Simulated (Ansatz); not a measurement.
# C7H20N2Si2: basis-set convergence

How large a basis does C7H20N2Si2 need? Two functionals are run in growing sets.

The runs use Ansatz 0.2.0, Gaussian basis; one geometry, several basis sets.

Levels to be run: PBE0-D4/def2-SVP; ωB97M-V/def2-SVP; PBE0-D4/def2-QZVPP; ωB97M-V/def2-QZVPP; the functionals' def2-TZVPP values are taken from earlier runs.

## 1. Structure used throughout

An earlier PBE0-D4 in a triple-zeta def2 set relaxation fixed the geometry.

SMILES `C[Si](C)(C)/N=C/N[Si](C)(C)C`, 31 atoms, charge 0, spin multiplicity 1.

Atoms are counted from 1 here; the program's logs count them from 0.

Bond lengths: C1–Si2 1.880 Å, C1–H12 1.094 Å, C1–H13 1.094 Å, C1–H14 1.094 Å, Si2–C3 1.871 Å, Si2–C4 1.871 Å, Si2–N5 1.726 Å, C3–H15 1.094 Å, C3–H16 1.093 Å, C3–H17 1.093 Å, C4–H18 1.093 Å, C4–H19 1.093 Å, C4–H20 1.094 Å, N5–C6 1.268 Å, C6–N7 1.360 Å, C6–H21 1.103 Å, N7–Si8 1.768 Å, N7–H22 1.007 Å and more. Angles: Si2–C1–H12 111.7°, Si2–C1–H13 111.7°, Si2–C1–H14 110.4°, H12–C1–H13 108.0°, H12–C1–H14 107.4°, H13–C1–H14 107.4°, C1–Si2–C3 109.5°, C1–Si2–C4 109.5°, C1–Si2–N5 112.6°, C3–Si2–C4 109.8°, C3–Si2–N5 107.8°, C4–Si2–N5 107.8°, Si2–C3–H15 111.4°, Si2–C3–H16 110.6°, Si2–C3–H17 110.9°, H15–C3–H16 108.0°, H15–C3–H17 108.0°, H16–C3–H17 107.8° and more.

## 2. PBE0-D4 in def2-SVP

File in.yaml:

```yaml
crystal:
  periodic: [false, false, false]
  atoms:
    - {symbol: C, position_ang: [-0.383408, 0.198563, 3.630059]}
    - {symbol: Si, position_ang: [-1.191418, -0.236585, 1.989708]}
    - {symbol: C, position_ang: [-2.703087, 0.836016, 1.735660]}
    - {symbol: C, position_ang: [-1.689026, -2.039951, 1.998953]}
    - {symbol: N, position_ang: [-0.137290, 0.012035, 0.645948]}
    - {symbol: C, position_ang: [1.055368, 0.440372, 0.682340]}
    - {symbol: N, position_ang: [1.808519, 0.603476, -0.437705]}
    - {symbol: Si, position_ang: [1.222131, 0.242084, -2.066065]}
    - {symbol: C, position_ang: [2.681346, 0.661481, -3.160846]}
    - {symbol: C, position_ang: [-0.238336, 1.322436, -2.481482]}
    - {symbol: C, position_ang: [0.793846, -1.565748, -2.211415]}
    - {symbol: H, position_ang: [0.502975, -0.413429, 3.819994]}
    - {symbol: H, position_ang: [-0.083140, 1.249612, 3.667470]}
    - {symbol: H, position_ang: [-1.080854, 0.028432, 4.455270]}
    - {symbol: H, position_ang: [-3.441547, 0.679242, 2.526846]}
    - {symbol: H, position_ang: [-3.179339, 0.607497, 0.778722]}
    - {symbol: H, position_ang: [-2.433941, 1.895553, 1.729882]}
    - {symbol: H, position_ang: [-0.819118, -2.684683, 2.149533]}
    - {symbol: H, position_ang: [-2.148166, -2.316088, 1.046225]}
    - {symbol: H, position_ang: [-2.408366, -2.251588, 2.794964]}
    - {symbol: H, position_ang: [1.581493, 0.715103, 1.611589]}
    - {symbol: H, position_ang: [2.742143, 0.949804, -0.288186]}
    - {symbol: H, position_ang: [2.961373, 1.714877, -3.072763]}
    - {symbol: H, position_ang: [3.556540, 0.053111, -2.916456]}
    - {symbol: H, position_ang: [2.435261, 0.474685, -4.209605]}
    - {symbol: H, position_ang: [-1.057650, 1.124512, -1.788436]}
    - {symbol: H, position_ang: [-0.587662, 1.125789, -3.499158]}
    - {symbol: H, position_ang: [0.022984, 2.381404, -2.412374]}
    - {symbol: H, position_ang: [0.457255, -1.803191, -3.224672]}
    - {symbol: H, position_ang: [1.658905, -2.194654, -1.986395]}
    - {symbol: H, position_ang: [-0.005187, -1.817065, -1.512001]}
basis:
  gaussian: {orbitals: def2-SVP}
hamiltonian: {xc: pbe0, dispersion: d4}
output: {orbitals: {seedname: orbitals}}
```

Started as:

```console
$ ansatz run in.yaml --threads 11 --pin off --events-out ev --progress --plain --max-ram 120832MiB --backend cpu
```

After this run come: ωB97M-V in def2-SVP; PBE0-D4 in def2-QZVPP; ωB97M-V in def2-QZVPP.

Before running them: what should the planned runs give, taken together? Wanted: PBE0-D4: double and triple zeta above quadruple; ωB97M-V: double and triple zeta above quadruple.

The runs gave:

```
                                       quantity           value
PBE0-D4: double and triple zeta above quadruple  18.60, 1.15 eV
ωB97M-V: double and triple zeta above quadruple  19.22, 1.08 eV
```

PBE0-D4 gains 17.46 eV from double to triple zeta, then 1.15 eV more. These are total energies; as a rule much of such shifts cancels in differences, which this series doesn't test. The LUMO of ωB97M-V is positive and keeps falling with the basis (2.75 to 1.34 eV): an unbound level that the basis holds in place.
